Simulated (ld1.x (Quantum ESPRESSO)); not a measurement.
# Ga, PAW: a sweep of the rcutus of the d waves, part 2 of 2

Aim: generate and test one potential in full, then change the rcutus of the d waves and see what happens to hardness, ghosts and transferability.

ld1.x (Quantum ESPRESSO) 7.5; first potential PBE, scalar-relativistic. The steps go on from the part before.

## Step 4: Logarithmic derivatives

Taken from the files of the generation run. The phase is arctan(r·u′/u) with u = r·R, unwrapped, with energies in Ry. A pole is an energy at which the radial function vanishes at the test radius. The pseudo phase is shifted by a multiple of π to meet the all-electron one at the reference energy. Levels narrower than the energy grid can be missing from the poles. Left out: p, where the overlap operator is not positive , so their phases aren't trusted. The last column is the largest difference on the grid between −1 and +1 Ry.

| channel | radius (bohr) | reference (Ry) | poles AE | poles PS | window around the reference with phases within 0.05 rad (Ry) | largest difference near zero (rad) |
| --- | --- | --- | --- | --- | --- | --- |
| s | 1.25 | -0.68 | -10.13 | -10.13 | the whole range | 0.000 |
| d | 1.25 | -1.44 | 0.06 | 0.06 | the whole range | 0.000 |

Phases (rad) along the scan:

```csv
E (Ry),s AE,s PS,d AE,d PS
-13.00,1.127,1.127,1.345,1.345
-12.04,0.752,0.752,1.336,1.336
-11.08,-1.154,-1.154,1.325,1.325
-10.12,-1.572,-1.572,1.312,1.312
-9.16,-1.678,-1.678,1.296,1.296
-8.20,-1.731,-1.731,1.277,1.277
-7.24,-1.769,-1.769,1.252,1.252
-6.28,-1.800,-1.800,1.220,1.220
-5.32,-1.830,-1.830,1.172,1.172
-4.36,-1.862,-1.862,1.093,1.093
-3.40,-1.897,-1.897,0.929,0.929
-2.44,-1.938,-1.938,0.409,0.408
-1.48,-1.990,-1.990,-0.937,-0.937
-0.52,-2.056,-2.056,-1.453,-1.453
0.44,-2.147,-2.147,-1.624,-1.624
1.40,-2.279,-2.278,-1.718,-1.718
2.36,-2.479,-2.479,-1.787,-1.787
3.32,-2.791,-2.789,-1.851,-1.852
4.28,-3.221,-3.216,-1.921,-1.921
```

## Step 5: Cutoff and ghost test in a Bessel basis

This step uses the generator's waves and projectors in a separate script. Basis: spherical Bessel functions vanishing at 20 bohr, q² up to the cutoff; potential fixed at the reference.

No cutoffs are read. The overlap operator is not positive in p (lowest eigenvalue -0.372), so the test is not defined there. The ghost test is not conclusive.

## Step 6: Now with rcutus of the d waves (bohr) = 0.78

Input file Ga.in:

```
 &input
   title='Ga', zed=31., rel=1, dft='PBE', iswitch=3,
   config='[Ar] 3d10 4s1.75 4p1.25',
   nld=3, rlderiv=1.25, eminld=-13.0, emaxld=5.0, deld=0.04
 /
 &inputp
   pseudotype=3, lpaw=.true., tm=.true., lloc=-1, rcloc=0.80,
   nlcc=.true., new_core_ps=.true., rcore=0.55,
   which_augfun='BESSEL', rmatch_augfun=0.85,
   file_pseudopw='Ga.UPF', file_wfcaegen='ae.wfc', file_wfcncgen='nc.wfc', file_beta='beta', file_chi='chi', file_wfcusgen='us.wfc'
 /
6
3S  1  0   2.00   0.00  0.85  1.15  0.0
4S  2  0   1.75   0.00  0.85  1.15  0.0
3P  2  1   6.00   0.00  0.95  1.05  0.0
4P  3  1   1.25   0.00  0.95  1.05  0.0
3D  3  2  10.00   0.00  0.74  0.78  0.0
3D  3  2   0.00   0.80  0.74  0.78  0.0
 &test
   configts(1)='3s2 3p6 3d10 4s1.75 4p1.25'
 /
```

On the command line:

```sh
$ ld1.x < Ga.in > Ga.out
```

Output in Ga.out (without the banner and most projector matrices):

```text
     Program LD1 v.7.5
     [... all-electron run as in step 2 ...]


     --------------------- Generating PAW atomic setup --------------------

      Generating local potential from pseudized AE potential:
      Matching radius rcloc =   0.8000

      Local pseudo, rcloc= 0.791 Estimated cut-off energy=    39.45 Ry

      Computing core charge for nlcc:

       r > 0.55 : true rho core
      Core charge pseudized with two Bessel functions
      Integrated core pseudo-charge :   1.28
      Wfc-us  3S rcutus= 1.151  Estimated cut-off energy=    41.48 Ry
      Wfc-us  4S rcutus= 1.151  Estimated cut-off energy=    85.42 Ry
      Wfc-us  3P rcutus= 1.042  Estimated cut-off energy=    76.79 Ry
      Wfc-us  4P rcutus= 1.042  Estimated cut-off energy=   140.24 Ry
      Wfc-us  3D rcutus= 0.772  Estimated cut-off energy=   190.76 Ry
      Wfc-us  3D rcutus= 0.772  Estimated cut-off energy=   200.00 Ry

     Required augmentation: BESSEL   radius:    0.850000
     Suggested rho cutoff for augmentation: 136.45 Ry

     Estimated PAW energy = -618.019148 Ryd

     The PAW screened D coefficients
    13.17474     9.58285     0.00000     0.00000     0.00000     0.00000
     9.58285     4.97313     0.00000     0.00000     0.00000     0.00000
     0.00000     0.00000    -0.29473     0.80356     0.00000     0.00000
     0.00000     0.00000     0.80356     0.16934     0.00000     0.00000
     0.00000     0.00000     0.00000     0.00000    -3.55059    -2.40179
     0.00000     0.00000     0.00000     0.00000    -2.40179    -1.60997

     The PAW descreened D coefficients (US)
     8.71995     1.03188     0.00000     0.00000     0.00000     0.00000
     1.03188    -0.64728     0.00000     0.00000     0.00000     0.00000
     0.00000     0.00000     5.43428    -0.27621     0.00000     0.00000
     0.00000     0.00000    -0.27621    -0.56101     0.00000     0.00000
     0.00000     0.00000     0.00000     0.00000     0.79771     0.80927
     0.00000     0.00000     0.00000     0.00000     0.80927     0.75527

     ------------------- End of pseudopotential generation -------------------

     [... all-electron run as in step 2 ...]


     Computing logarithmic derivative in   1.24892
     Computing logarithmic derivative in   1.24892
     Computing the partial wave expansion
     R is outside the sphere for l=    0 j= 0.00
     R is outside the sphere for l=    0 j= 0.00
     R is outside the sphere for l=    1 j= 0.00
     R is outside the sphere for l=    1 j= 0.00
     R is outside the sphere for l=    2 j= 0.00
     R is outside the sphere for l=    2 j= 0.00

     ---------------------- Testing the pseudopotential ----------------------

     Ga
     scalar relativistic calculation

     atomic number is 31.00   valence charge is 21.00
     dft = SLA  PW   PBX  PBC   lsd =0 sic =0 latt =0  beta=0.20 tr2=1.0E-14
     mesh =1205 r(mesh) = 101.09016 xmin = -7.00 dx = 0.01250

     n l     nl             e AE (Ry)        e PS (Ry)    De AE-PS (Ry)
     1 0     3S   1( 2.00)      -10.92424      -10.92417       -0.00007
     2 1     3P   1( 6.00)       -7.30320       -7.30312       -0.00008
     3 2     3D   1(10.00)       -1.44404       -1.44398       -0.00005
     2 0     4S   1( 1.75)       -0.67921       -0.67921       -0.00000
     3 1     4P   1( 1.25)       -0.20456       -0.20455       -0.00001

     eps = 3.3E-15  iter =  6

     Etot =   -3887.761291 Ry,   -1943.880645 Ha,  -52895.687057 eV
     Etotps =  -618.019197 Ry,    -309.009598 Ha,   -8408.579536 eV

     Ekin =     571.878489 Ry,     285.939245 Ha,    7780.803228 eV
     Encl =   -1489.831402 Ry,    -744.915701 Ha,  -20270.188862 eV
     Ehrt =     450.840702 Ry,     225.420351 Ha,    6134.000241 eV
     Ecxc =    -150.906986 Ry,     -75.453493 Ha,   -2053.194144 eV
     (Ecc =      -3.438010 Ry,      -1.719005 Ha,     -46.776511 eV)

     ---------------------- End of pseudopotential test ----------------------
```

Wall time 1.5 s (1 thread, shared host). (Generation and the later configuration tests together.)

The new file went through the configuration test as well (its log is not shown).

Energies count from the reference configuration 3s2 3p6 3d10 4s1.75 4p1.25; the error is all-electron less pseudo.

| valence configuration | charge | ΔE all-electron (eV) | error AE − PS (meV) |
| --- | --- | --- | --- |
| 3s2 3p6 3d10 4s2 4p1 | 0 | -1.603 | +0.3 |
| 3s2 3p6 3d10 4s2 4p0 | +1 | 4.085 | -0.1 |
| 3s2 3p6 3d10 4s1 4p0 | +2 | 25.212 | -2.3 |
| 3s2 3p6 3d10 4s0 4p3 | 0 | 11.768 | +0.2 |
| 3s2 3p6 3d10 4s0 4p0 | +3 | 56.485 | -3.5 |
| 3s2 3p6 3d10 4s2 4p1.3 | -0.3 | -2.137 | +0.3 |
| 3s2 3p6 3d10 4s1 4p1 | +1 | 11.457 | -1.0 |

Against the first potential, the largest test error goes from -4.3 to -3.5 meV and the overlap operator is still not positive definite.

## Step 7: Now with rcutus of the d waves (bohr) = 1.68

Edit Ga.in of step 6 so:

```diff
@@ -3,3 +3,3 @@
    config='[Ar] 3d10 4s1.75 4p1.25',
-   nld=3, rlderiv=1.25, eminld=-13.0, emaxld=5.0, deld=0.04
+   nld=3, rlderiv=1.85, eminld=-13.0, emaxld=5.0, deld=0.04
  /
@@ -16,4 +16,4 @@
 4P  3  1   1.25   0.00  0.95  1.05  0.0
-3D  3  2  10.00   0.00  0.74  0.78  0.0
-3D  3  2   0.00   0.80  0.74  0.78  0.0
+3D  3  2  10.00   0.00  1.10  1.68  0.0
+3D  3  2   0.00   0.80  1.10  1.68  0.0
  &test
```

On the command line:

```sh
$ ld1.x < Ga.in > Ga.out
```

Output in Ga.out (without the banner and most projector matrices):

```text
     Program LD1 v.7.5
     [... all-electron run as in step 2 ...]


     --------------------- Generating PAW atomic setup --------------------

      Generating local potential from pseudized AE potential:
      Matching radius rcloc =   0.8000

      Local pseudo, rcloc= 0.791 Estimated cut-off energy=    39.45 Ry

      Computing core charge for nlcc:

       r > 0.55 : true rho core
      Core charge pseudized with two Bessel functions
      Integrated core pseudo-charge :   1.28
      Wfc-us  3S rcutus= 1.151  Estimated cut-off energy=    41.48 Ry
      Wfc-us  4S rcutus= 1.151  Estimated cut-off energy=    85.42 Ry
      Wfc-us  3P rcutus= 1.042  Estimated cut-off energy=    76.79 Ry
      Wfc-us  4P rcutus= 1.042  Estimated cut-off energy=   140.24 Ry
      Wfc-us  3D rcutus= 1.675  Estimated cut-off energy=    42.58 Ry
      Wfc-us  3D rcutus= 1.675  Estimated cut-off energy=    35.11 Ry

     Required augmentation: BESSEL   radius:    0.850000
     Suggested rho cutoff for augmentation: 136.45 Ry

     Estimated PAW energy = -618.019245 Ryd

     The PAW screened D coefficients
    13.17474     9.58286     0.00000     0.00000     0.00000     0.00000
     9.58286     4.97314     0.00000     0.00000     0.00000     0.00000
     0.00000     0.00000    -0.29474     0.80357     0.00000     0.00000
     0.00000     0.00000     0.80357     0.16935     0.00000     0.00000
     0.00000     0.00000     0.00000     0.00000    -1.78696    -0.32955
     0.00000     0.00000     0.00000     0.00000    -0.32955     0.26750

     The PAW descreened D coefficients (US)
    11.88968     1.81697     0.00000     0.00000     0.00000     0.00000
     1.81697    -0.29009     0.00000     0.00000     0.00000     0.00000
     0.00000     0.00000     8.05515     0.07990     0.00000     0.00000
     0.00000     0.00000     0.07990    -0.49940     0.00000     0.00000
     0.00000     0.00000     0.00000     0.00000    30.32140    15.88068
     0.00000     0.00000     0.00000     0.00000    15.88068     7.48284

     ------------------- End of pseudopotential generation -------------------

     [... all-electron run as in step 2 ...]


     Computing logarithmic derivative in   1.84003
     Computing logarithmic derivative in   1.84003
     Computing the partial wave expansion
     R is outside the sphere for l=    0 j= 0.00
     R is outside the sphere for l=    0 j= 0.00
     R is outside the sphere for l=    1 j= 0.00
     R is outside the sphere for l=    1 j= 0.00
     R is outside the sphere for l=    2 j= 0.00
     R is outside the sphere for l=    2 j= 0.00

     ---------------------- Testing the pseudopotential ----------------------

     Ga
     scalar relativistic calculation

     atomic number is 31.00   valence charge is 21.00
     dft = SLA  PW   PBX  PBC   lsd =0 sic =0 latt =0  beta=0.20 tr2=1.0E-14
     mesh =1205 r(mesh) = 101.09016 xmin = -7.00 dx = 0.01250

     n l     nl             e AE (Ry)        e PS (Ry)    De AE-PS (Ry)
     1 0     3S   1( 2.00)      -10.92424      -10.92415       -0.00009
     2 1     3P   1( 6.00)       -7.30320       -7.30312       -0.00008
     3 2     3D   1(10.00)       -1.44404       -1.44395       -0.00009
     2 0     4S   1( 1.75)       -0.67921       -0.67920       -0.00001
     3 1     4P   1( 1.25)       -0.20456       -0.20455       -0.00001

     eps = 8.3E-16  iter =  6

     Etot =   -3887.761291 Ry,   -1943.880645 Ha,  -52895.687057 eV
     Etotps =  -618.019021 Ry,    -309.009510 Ha,   -8408.577143 eV

     Ekin =     571.877849 Ry,     285.938924 Ha,    7780.794516 eV
     Encl =   -1489.830808 Ry,    -744.915404 Ha,  -20270.180773 eV
     Ehrt =     450.840939 Ry,     225.420470 Ha,    6134.003465 eV
     Ecxc =    -150.907001 Ry,     -75.453501 Ha,   -2053.194351 eV
     (Ecc =      -3.438010 Ry,      -1.719005 Ha,     -46.776511 eV)

     ---------------------- End of pseudopotential test ----------------------
```

Wall time 1.6 s (1 thread, shared host). This counts the later configuration tests of the new file too.

The test run was repeated on this file; only its results are given.

The tests as a table, with energies relative to 3s2 3p6 3d10 4s1.75 4p1.25.

```tsv
valence configuration	charge	ΔE all-electron (eV)	error AE − PS (meV)
3s2 3p6 3d10 4s2 4p1	0	-1.603	+0.1
3s2 3p6 3d10 4s2 4p0	+1	4.085	-0.1
3s2 3p6 3d10 4s1 4p0	+2	25.212	-1.4
3s2 3p6 3d10 4s0 4p3	0	11.768	+0.5
3s2 3p6 3d10 4s0 4p0	+3	56.485	-2.1
3s2 3p6 3d10 4s2 4p1.3	-0.3	-2.137	+0.2
3s2 3p6 3d10 4s1 4p1	+1	11.457	-0.6
```

Compared with the first run, the largest test error goes from -4.3 to -2.1 meV and the overlap operator is still not positive definite.

## Step 8: Results

The summary covers parts 1 to 2.

No cutoffs could be read for these potentials. Test errors are all-electron less pseudo. The phase difference is the largest within 1 Ry of zero, over the channels with partial waves. The table holds 5 more runs of the series, not printed above.

| rcutus of the d waves (bohr) | outcome | bound ghosts | largest test error (meV) | phase difference near zero (rad) | lowest overlap eigenvalue (Bessel basis) |
| --- | --- | --- | --- | --- | --- |
| 0.78 | generated, overlap not positive | not determined | -3.5 | 0.000 | -0.372 |
| 0.96 | generated, overlap not positive | not determined | -3.0 | 0.000 | -0.372 |
| 1.06 | generated, overlap not positive | not determined | -3.8 | 0.000 | -0.372 |
| 1.15 (first) | generated, overlap not positive | not determined | -4.3 | 0.000 | -0.372 |
| 1.24 | generated, overlap not positive | not determined | -4.7 | 0.000 | -0.372 |
| 1.42 | generated, overlap not positive | not determined | -3.9 | 0.000 | -0.372 |
| 1.58 | generated, overlap not positive | not determined | +3.2 | 0.000 | -0.732 |
| 1.68 | generated, overlap not positive | not determined | -2.1 | 0.000 | -0.372 |

What this shows: The largest test error shows no steady trend; it lies between 2.1 meV and 4.7 meV. The overlap operator is not positive at every value.

The first potential by itself. The overlap operator is not positive definite in p, so a plane-wave run would break down once the basis is large enough. By total energies transferability is very good: the largest error is 4.3 meV on 56.5 eV, for 3s2 3p6 3d10 4s0 4p0. No cutoffs are read.
